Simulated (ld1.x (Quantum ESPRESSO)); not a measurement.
# Pseudopotential generation for cobalt: ultrasoft, PBE

Aim: build the potential from the settings below, then test how well it stands in for the atom: other configurations, scattering, ghost states and the plane-wave cutoff that it needs.

The numbers are computed with ld1.x (Quantum ESPRESSO) 7.5 (PBE, scalar-relativistic, spin-unpolarised reference atom).

**1. Settings**

The settings as typed:

```json
{"element": "cobalt (Co, Z = 27)", "type": "ultrasoft", "frozen core": "[Ne] 3s2", "valence charge": "15", "reference configuration": "3p6 3d7 4s2 4p0", "partial waves": "4s (bound): rcut 2.40, rcutus 2.75 bohr; 4s channel at 0.1 Ry: rcut 2.40, rcutus 2.75 bohr; 3p (bound): rcut 1.15, rcutus 1.30 bohr; 4p (bound, empty): rcut 1.15, rcutus 1.30 bohr; 3d (bound): rcut 1.20, rcutus 1.60 bohr; 3d channel at -0.25 Ry: rcut 1.20, rcutus 1.60 bohr", "local potential": "all-electron potential smoothed inside 2.20 bohr (lloc = -1)", "core correction": "Bessel-smoothed model core, default radius (core density twice the valence density)", "augmentation charge": "built from norm-conserving waves at rcut, not smoothed further"}
```

An earlier all-electron run gives the scale for the radii.

All-electron outer shells of the reference configuration (PBE, scalar-relativistic, ld1.x):

```csv
shell,level (eV),outermost node (bohr),outermost maximum (bohr)
2p,-769.94,–,0.17
3s,-102.40,0.31,0.66
3p,-65.64,0.28,0.68
3d,-8.20,–,0.66
4s,-5.47,0.96,2.32
4p,-1.28,1.05,3.25
```

**2. Generating the potential**

File Co.in:

```
 &input
   title='Co', zed=27., rel=1, dft='PBE', iswitch=3,
   config='[Ar] 3d7 4s2 4p0',
   nld=3, rlderiv=3.00, eminld=-7.0, emaxld=5.0, deld=0.02
 /
 &inputp
   pseudotype=3, tm=.true., lloc=-1, rcloc=2.20,
   nlcc=.true., new_core_ps=.true.,
   file_pseudopw='Co.UPF', file_wfcaegen='ae.wfc', file_wfcncgen='nc.wfc', file_beta='beta', file_chi='chi', file_wfcusgen='us.wfc'
 /
6
4S  1  0   2.00   0.00  2.40  2.75  0.0
4S  1  0   0.00   0.10  2.40  2.75  0.0
3P  2  1   6.00   0.00  1.15  1.30  0.0
4P  3  1   0.00   0.00  1.15  1.30  0.0
3D  3  2   7.00   0.00  1.20  1.60  0.0
3D  3  2   0.00  -0.25  1.20  1.60  0.0
 &test
   configts(1)='3p6 3d7 4s2 4p0'
 /
```

Launch:

```bash
$ ld1.x < Co.in > Co.out
```

The output, Co.out (without the banner and most projector matrices):

```text
     Program LD1 v.7.5
     --------------------------- All-electron run ----------------------------

     Co
     scalar relativistic calculation

     atomic number is 27.00
     dft =PBE   lsd =0 sic =0 latt =0  beta=0.20 tr2=1.0E-14
     Exchange-correlation= PBE
                           (   1   4   3   4   0   0   0)
     mesh =1193 r(mesh) =  99.89935 a.u. xmin = -7.00 dx = 0.01250
     1 Ry =  13.60569312 eV, c = 137.03599908

     n l     nl                  e(Ry)          e(Ha)          e(eV)
     1 0     1S 1( 2.00)      -558.0826      -279.0413     -7593.1006
     2 0     2S 1( 2.00)       -66.0755       -33.0378      -899.0036
     2 1     2P 1( 6.00)       -56.5897       -28.2948      -769.9416
     3 0     3S 1( 2.00)        -7.5266        -3.7633      -102.4044
     3 1     3P 1( 6.00)        -4.8242        -2.4121       -65.6364
     3 2     3D 1( 7.00)        -0.6030        -0.3015        -8.2040
     4 0     4S 1( 2.00)        -0.4020        -0.2010        -5.4697
     4 1     4P 1( 0.00)        -0.0938        -0.0469        -1.2766

     final scf error:  8.6E-15 reached in  32 iterations

     Etot =   -2786.294851 Ry,   -1393.147426 Ha,  -37909.472698 eV

     Ekin =    2822.267919 Ry,    1411.133959 Ha,   38398.911213 eV
     Encl =   -6674.713191 Ry,   -3337.356595 Ha,  -90814.099355 eV
     Eh   =    1184.776043 Ry,     592.388022 Ha,   16119.699266 eV
     Exc  =    -118.625623 Ry,     -59.312811 Ha,   -1613.983821 eV

     normalization and overlap integrals

     s(1S/1S) =  1.000000  <r> =   0.0562  <r2> =    0.0042  r(max) =   0.0366
     s(2S/2S) =  1.000000  <r> =   0.2555  <r2> =    0.0770  r(max) =   0.2131
     s(2P/2P) =  1.000000  <r> =   0.2250  <r2> =    0.0622  r(max) =   0.1723
     s(3S/3S) =  1.000000  <r> =   0.7736  <r2> =    0.6913  r(max) =   0.6648
     s(3P/3P) =  1.000000  <r> =   0.8160  <r2> =    0.7864  r(max) =   0.6816
     s(3D/3D) =  1.000000  <r> =   1.0711  <r2> =    1.5569  r(max) =   0.6648
     s(4S/4S) =  1.000000  <r> =   2.8937  <r2> =    9.7888  r(max) =   2.3202
     s(4P/4P) =  1.000000  <r> =   4.4224  <r2> =   23.7598  r(max) =   3.2517

     ------------------------ End of All-electron run ------------------------

     --------------------- Generating US pseudopotential ---------------------

      Generating local potential from pseudized AE potential:
      Matching radius rcloc =   2.2000

      Local pseudo, rcloc= 2.180 Estimated cut-off energy=     5.12 Ry

      Computing core charge for nlcc:

       r > 0.37 : true rho core
      Core charge pseudized with two Bessel functions
      Integrated core pseudo-charge :   8.95

      Wfc   4S  rcut= 2.409  Using Troullier-Martins method
      Wfc-us  4S rcutus= 2.730  Estimated cut-off energy=     6.23 Ry

      Wfc   4S  rcut= 2.409  Using Troullier-Martins method
      Wfc-us  4S rcutus= 2.730  Estimated cut-off energy=     7.43 Ry

      Wfc   3P  rcut= 1.138  Using Troullier-Martins method
      Wfc-us  3P rcutus= 1.289  Estimated cut-off energy=    50.34 Ry

      Wfc   4P  rcut= 1.138  Using Troullier-Martins method
      Wfc-us  4P rcutus= 1.289  Estimated cut-off energy=    92.75 Ry

      Wfc   3D  rcut= 1.196  Using Troullier-Martins method
      Wfc-us  3D rcutus= 1.615  Estimated cut-off energy=    44.77 Ry

      Wfc   3D  rcut= 1.196  Using Troullier-Martins method
      Wfc-us  3D rcutus= 1.615  Estimated cut-off energy=    49.00 Ry

     ------------------- End of pseudopotential generation -------------------

     [... the all-electron block is printed once more ...]


     Computing logarithmic derivative in   2.99796
     Computing logarithmic derivative in   2.99796
     Computing the partial wave expansion
     R is outside the sphere for l=    0 j= 0.00
     R is outside the sphere for l=    0 j= 0.00
     R is outside the sphere for l=    1 j= 0.00
     R is outside the sphere for l=    1 j= 0.00
     R is outside the sphere for l=    2 j= 0.00
     R is outside the sphere for l=    2 j= 0.00

     ---------------------- Testing the pseudopotential ----------------------

     Co
     scalar relativistic calculation

     atomic number is 27.00   valence charge is 15.00
     dft =PBE   lsd =0 sic =0 latt =0  beta=0.20 tr2=1.0E-14
     mesh =1193 r(mesh) =  99.89935 xmin = -7.00 dx = 0.01250

     n l     nl             e AE (Ry)        e PS (Ry)    De AE-PS (Ry)
     2 1     3P   1( 6.00)       -4.82419       -4.82419       -0.00000
     3 2     3D   1( 7.00)       -0.60298       -0.60298        0.00000
     1 0     4S   1( 2.00)       -0.40202       -0.40202        0.00000
     3 1     4P   1( 0.00)       -0.09383       -0.06179       -0.03204  !

     eps = 1.3E-15  iter =  4

     Etot =   -2786.294851 Ry,   -1393.147426 Ha,  -37909.472698 eV
     Etotps =  -254.131148 Ry,    -127.065574 Ha,   -3457.630410 eV

     Ekin =      58.013021 Ry,      29.006510 Ha,     789.307360 eV
     Encl =    -391.247859 Ry,    -195.623929 Ha,   -5323.198304 eV
     Ehrt =     185.693713 Ry,      92.846856 Ha,    2526.491674 eV
     Ecxc =     -68.308433 Ry,     -34.154217 Ha,    -929.383577 eV
     (Ecc =     -40.016900 Ry,     -20.008450 Ha,    -544.457654 eV)
     Epseu=     -38.281590 Ry,     -19.140795 Ha,    -520.847563 eV

     ---------------------- End of pseudopotential test ----------------------
```

Run time: 1.2 s. Hardware: 1 thread of Neoverse-V2, shared host. This counts the later configuration tests of the new file too.

Partial waves on a coarse radial grid (AE all-electron, PS pseudo):

```csv
r (bohr),4p AE,4p PS
0.138,0.0989,-0.0415
0.275,0.0024,-0.1394
0.413,-0.1159,-0.2357
0.550,-0.1670,-0.2752
0.688,-0.1565,-0.2414
0.825,-0.1091,-0.1575
0.963,-0.0440,-0.0605
1.100,0.0257,0.0235
1.238,0.0943,0.0943
1.375,0.1575,0.1575
1.513,0.2148,0.2148
1.650,0.2652,0.2652
1.788,0.3094,0.3094
1.925,0.3472,0.3472
2.062,0.3794,0.3794
2.200,0.4067,0.4067
2.338,0.4292,0.4292
2.475,0.4472,0.4472
2.613,0.4615,0.4615
2.750,0.4723,0.4723
2.888,0.4799,0.4799
3.025,0.4848,0.4848
3.162,0.4872,0.4872
3.300,0.4874,0.4874
3.438,0.4857,0.4857
3.575,0.4825,0.4825
```

**3. Testing the new file in other configurations**

File Co.test.in:

```
 &input
   title='Co', zed=27., rel=1, dft='PBE', iswitch=2,
   config='[Ar] 3d7 4s2 4p0'
 /
 &test
   file_pseudo='Co.UPF', nconf=8,
   configts(1)='3p6 3d7 4s2 4p0',
   configts(2)='3p6 3d7 4s1 4p0',
   configts(3)='3p6 3d7 4s0 4p0',
   configts(4)='3p6 3d6 4s0 4p0',
   configts(5)='3p6 3d7 4s1 4p1',
   configts(6)='3p6 3d8 4s1 4p0',
   configts(7)='3p6 3d7.5 4s1.5 4p0',
   configts(8)='3p6 3d6 4s2 4p1'
 /
```

Launch:

```bash
$ ld1.x < Co.test.in > Co.test.out
```

Co.test.out, the pseudopotential blocks, each with the warnings that came before it:

```text
     ---------------------- Testing the pseudopotential ----------------------

     Co
     scalar relativistic calculation

     atomic number is 27.00   valence charge is 15.00
     dft =PBE   lsd =0 sic =0 latt =0  beta=0.20 tr2=1.0E-14
     mesh =1193 r(mesh) =  99.89935 xmin = -7.00 dx = 0.01250

     n l     nl             e AE (Ry)        e PS (Ry)    De AE-PS (Ry)
     2 1     3P   1( 6.00)       -4.82419       -4.82419       -0.00000
     3 2     3D   1( 7.00)       -0.60298       -0.60298        0.00000
     1 0     4S   1( 2.00)       -0.40202       -0.40202        0.00000
     3 1     4P   1( 0.00)       -0.09383       -0.06179       -0.03204  !

     eps = 1.3E-15  iter =  4

     Etot =   -2786.294851 Ry,   -1393.147426 Ha,  -37909.472698 eV
     Etotps =  -254.131148 Ry,    -127.065574 Ha,   -3457.630410 eV

     Ekin =      58.013021 Ry,      29.006510 Ha,     789.307360 eV
     Encl =    -391.247859 Ry,    -195.623929 Ha,   -5323.198304 eV
     Ehrt =     185.693713 Ry,      92.846856 Ha,    2526.491674 eV
     Ecxc =     -68.308433 Ry,     -34.154217 Ha,    -929.383577 eV
     (Ecc =     -40.016900 Ry,     -20.008450 Ha,    -544.457654 eV)
     Epseu=     -38.281590 Ry,     -19.140795 Ha,    -520.847563 eV

     ---------------------- End of pseudopotential test ----------------------

     Warning: n=2, l=1 expected 0 nodes, found 1
     ---------------------- Testing the pseudopotential ----------------------

     Co
     scalar relativistic calculation

     atomic number is 27.00   valence charge is 15.00
     dft =PBE   lsd =0 sic =0 latt =0  beta=0.20 tr2=1.0E-14
     mesh =1193 r(mesh) =  99.89935 xmin = -7.00 dx = 0.01250

     n l     nl             e AE (Ry)        e PS (Ry)    De AE-PS (Ry)
     2 1     3P   1( 6.00)       -5.47350       -5.46794       -0.00556  !
     3 2     3D   1( 7.00)       -1.24646       -1.24338       -0.00308
     1 0     4S   1( 1.00)       -0.93803       -0.93945        0.00142
     3 1     4P   1( 0.00)       -0.54886       -0.47950       -0.06936  !

     eps = 5.4E-16  iter =  9

     Etot =   -2785.631149 Ry,   -1392.815574 Ha,  -37900.442564 eV
     Etotps =  -253.466810 Ry,    -126.733405 Ha,   -3448.591635 eV
     dEtot_ae =       0.663703 Ry
     dEtot_ps =       0.664338 Ry,   Delta E=      -0.000635 Ry

     Ekin =      58.061572 Ry,      29.030786 Ha,     789.967934 eV
     Encl =    -381.489516 Ry,    -190.744758 Ha,   -5190.429284 eV
     Ehrt =     176.431125 Ry,      88.215563 Ha,    2400.467750 eV
     Ecxc =     -67.954402 Ry,     -33.977201 Ha,    -924.566738 eV
     (Ecc =     -40.016900 Ry,     -20.008450 Ha,    -544.457654 eV)
     Epseu=     -38.515590 Ry,     -19.257795 Ha,    -524.031297 eV

     ---------------------- End of pseudopotential test ----------------------

     ---------------------- Testing the pseudopotential ----------------------

     Co
     scalar relativistic calculation

     atomic number is 27.00   valence charge is 15.00
     dft =PBE   lsd =0 sic =0 latt =0  beta=0.20 tr2=1.0E-14
     mesh =1193 r(mesh) =  99.89935 xmin = -7.00 dx = 0.01250

     n l     nl             e AE (Ry)        e PS (Ry)    De AE-PS (Ry)
     2 1     3P   1( 6.00)       -6.22769       -6.21391       -0.01378  !
     3 2     3D   1( 7.00)       -1.98916       -1.98151       -0.00765  !
     1 0     4S   1( 0.00)       -1.53869       -1.54356        0.00487
     3 1     4P   1( 0.00)       -1.07841       -0.97057       -0.10784  !

     eps = 7.4E-15  iter = 12

     Etot =   -2784.397424 Ry,   -1392.198712 Ha,  -37883.656885 eV
     Etotps =  -252.230056 Ry,    -126.115028 Ha,   -3431.764735 eV
     dEtot_ae =       1.897427 Ry
     dEtot_ps =       1.901092 Ry,   Delta E=      -0.003665 Ry

     Ekin =      57.994014 Ry,      28.997007 Ha,     789.048758 eV
     Encl =    -370.147440 Ry,    -185.073720 Ha,   -5036.112480 eV
     Ehrt =     166.377690 Ry,      83.188845 Ha,    2263.683796 eV
     Ecxc =     -67.590311 Ry,     -33.795156 Ha,    -919.613036 eV
     (Ecc =     -40.016900 Ry,     -20.008450 Ha,    -544.457654 eV)
     Epseu=     -38.864008 Ry,     -19.432004 Ha,    -528.771773 eV

     ---------------------- End of pseudopotential test ----------------------

     Warning: n=3, l=1 expected 1 nodes, found 2
     ---------------------- Testing the pseudopotential ----------------------

     Co
     scalar relativistic calculation

     atomic number is 27.00   valence charge is 15.00
     dft =PBE   lsd =0 sic =0 latt =0  beta=0.20 tr2=1.0E-14
     mesh =1193 r(mesh) =  99.89935 xmin = -7.00 dx = 0.01250

     n l     nl             e AE (Ry)        e PS (Ry)    De AE-PS (Ry)
     2 1     3P   1( 6.00)       -7.62638       -7.63458        0.00820  !
     3 2     3D   1( 6.00)       -3.31966       -3.32526        0.00560  !
     1 0     4S   1( 0.00)       -2.38146       -2.38378        0.00232
     3 1     4P   1( 0.00)       -1.82341       -1.82341        0.00000

     eps = 1.0E-15  iter =  7

     Etot =   -2781.761040 Ry,   -1390.880520 Ha,  -37847.787048 eV
     Etotps =  -249.596339 Ry,    -124.798170 Ha,   -3395.931194 eV
     dEtot_ae =       4.533812 Ry
     dEtot_ps =       4.534809 Ry,   Delta E=      -0.000997 Ry

     Ekin =      55.450808 Ry,      27.725404 Ha,     754.446673 eV
     Encl =    -349.429001 Ry,    -174.714500 Ha,   -4754.223750 eV
     Ehrt =     148.777974 Ry,      74.388987 Ha,    2024.227460 eV
     Ecxc =     -66.256194 Ry,     -33.128097 Ha,    -901.461449 eV
     (Ecc =     -40.016900 Ry,     -20.008450 Ha,    -544.457654 eV)
     Epseu=     -38.139926 Ry,     -19.069963 Ha,    -518.920128 eV

     ---------------------- End of pseudopotential test ----------------------

     ---------------------- Testing the pseudopotential ----------------------

     Co
     scalar relativistic calculation

     atomic number is 27.00   valence charge is 15.00
     dft =PBE   lsd =0 sic =0 latt =0  beta=0.20 tr2=1.0E-14
     mesh =1193 r(mesh) =  99.89935 xmin = -7.00 dx = 0.01250

     n l     nl             e AE (Ry)        e PS (Ry)    De AE-PS (Ry)
     2 1     3P   1( 6.00)       -4.96132       -5.00937        0.04805  !
     3 2     3D   1( 7.00)       -0.73593       -0.78478        0.04885  !
     1 0     4S   1( 1.00)       -0.48673       -0.52183        0.03510  !
     3 1     4P   1( 1.00)       -0.15575       -0.13737       -0.01838  !

     eps = 8.6E-15  iter = 20

     Etot =   -2785.975082 Ry,   -1392.987541 Ha,  -37905.122020 eV
     Etotps =  -253.768653 Ry,    -126.884326 Ha,   -3452.698411 eV
     dEtot_ae =       0.319769 Ry
     dEtot_ps =       0.362495 Ry,   Delta E=      -0.042726 Ry

     Ekin =      58.483902 Ry,      29.241951 Ha,     795.714018 eV
     Encl =    -388.376924 Ry,    -194.188462 Ha,   -5284.137249 eV
     Ehrt =     183.042813 Ry,      91.521406 Ha,    2490.424338 eV
     Ecxc =     -68.186062 Ry,     -34.093031 Ha,    -927.718632 eV
     (Ecc =     -40.016900 Ry,     -20.008450 Ha,    -544.457654 eV)
     Epseu=     -38.732381 Ry,     -19.366190 Ha,    -526.980886 eV

     ---------------------- End of pseudopotential test ----------------------
```

3 tests gave no usable energy difference (3p6 3d8 4s1 4p0; 3p6 3d7.5 4s1.5 4p0; 3p6 3d6 4s2 4p1); the test run stopped with "negative rho".

Excitation and ionisation energies from 3p6 3d7 4s2 4p0, with the error of the potential. A star marks tests that logged a warning.

```csv
valence configuration,charge,ΔE all-electron (eV),error AE − PS (meV)
3p6 3d7 4s1 4p0 *,+1,9.030,-8.6
3p6 3d7 4s0 4p0,+2,25.816,-50
3p6 3d6 4s0 4p0 *,+3,61.686,-14
3p6 3d7 4s1 4p1,0,4.351,-581
```

**4. Logarithmic derivatives**

Taken from the files of the generation run. The phase is arctan(r·u′/u) with u = r·R, unwrapped, with energies in Ry. A pole is an energy at which the radial function vanishes at the test radius. The pseudo phase is shifted by a multiple of π to meet the all-electron one at the reference energy. Levels narrower than the energy grid can be missing from the poles. The last column is the largest difference on the grid between −1 and +1 Ry.

| channel | radius (bohr) | reference (Ry) | poles AE | poles PS | window around the reference with phases within 0.05 rad (Ry) | largest difference near zero (rad) |
| --- | --- | --- | --- | --- | --- | --- |
| s | 3.00 | -0.40 | 0.57 | 0.57, 3.80 | below 2.4 | 0.000 |
| p | 3.00 | -0.09 | -4.83, 1.41 | -4.83, 0.44, 2.08 | not even at the reference energy | 2.951 |
| d | 3.00 | -0.60 | -0.55, 2.94 | -0.55, 2.95 | below 4.8 | 0.000 |

Phases (rad) along the scan:

```csv
E (Ry),p AE,p PS,d AE,d PS
-7.00,1.441,1.441,1.446,1.446
-6.48,1.436,1.436,1.441,1.441
-5.96,1.429,1.429,1.436,1.436
-5.44,1.422,1.422,1.430,1.430
-4.92,1.409,1.409,1.423,1.423
-4.40,-1.736,-1.736,1.415,1.415
-3.88,-1.748,-1.748,1.405,1.405
-3.36,-1.763,-1.763,1.393,1.393
-2.84,-1.783,-1.782,1.378,1.378
-2.32,-1.810,-1.808,1.358,1.358
-1.80,-1.850,-1.846,1.331,1.331
-1.28,-1.917,-1.907,1.283,1.283
-0.76,-2.062,-2.027,1.070,1.070
-0.24,-2.569,-2.355,-1.863,-1.863
0.28,-4.066,-3.563,-2.053,-2.053
0.80,-4.544,-7.495,-2.538,-2.538
1.32,-4.695,-7.721,-3.882,-3.881
1.84,-4.785,-7.821,-4.438,-4.436
2.36,-4.866,-7.886,-4.613,-4.611
2.88,-4.978,-7.938,-4.705,-4.702
3.40,-5.226,-7.993,-4.773,-4.769
3.92,-6.233,-8.064,-4.843,-4.835
4.44,-7.346,-8.184,-4.946,-4.926
4.96,-7.612,-8.477,-5.189,-5.111
```

**5. Plane-wave convergence, by spherical Bessel functions**

A separate test, outside the generator: the pseudo-atom's Hamiltonian at the reference potential is diagonalised in spherical Bessel functions j_l(qr) that vanish at 20 bohr, with q² up to the cutoff.

Even at 400 Ry an occupied level stays 811 mRy from its reference, so no cutoffs are read; the levels have long settled, so the basis size isn't the cause: the level found isn't the valence state, or the test fails for this file. The ghost test is not conclusive.

**6. Summary of results**

| quantity | value |
| --- | --- |
| cutoffs | not determined |
| bound ghosts | not determined |
| largest test error (AE − PS) | -581 meV, for 3p6 3d7 4s1 4p1 (3 tests unsolved) |
| largest phase difference near zero energy, channels read | 2.951 rad |
| lowest eigenvalue of the overlap (Bessel basis) | 0.282 (p) |

The worst unpolarised test, 3p6 3d7 4s1 4p1, is off by 581 meV on 4.4 eV; by total energies transferability rates as poor. The test run broke off, so later configurations gave nothing; the verdict rests on few tests. Even at 400 Ry an occupied level stays 811 mRy from its reference, so no cutoffs are read; the levels have long settled, so the basis size isn't the cause: the level found isn't the valence state, or the test fails for this file. Ghosts could not be judged. Of the channels read, p scatters worst near zero energy, by up to 2.95 rad. A step near π is an extra or missing state, not a misfit of shape. The pseudo curves have a pole with no partner nearby in the atom's: p at 0.44 Ry. At positive energy that is a spurious or a displaced resonance. All of this concerns the isolated atom, not yet a solid.
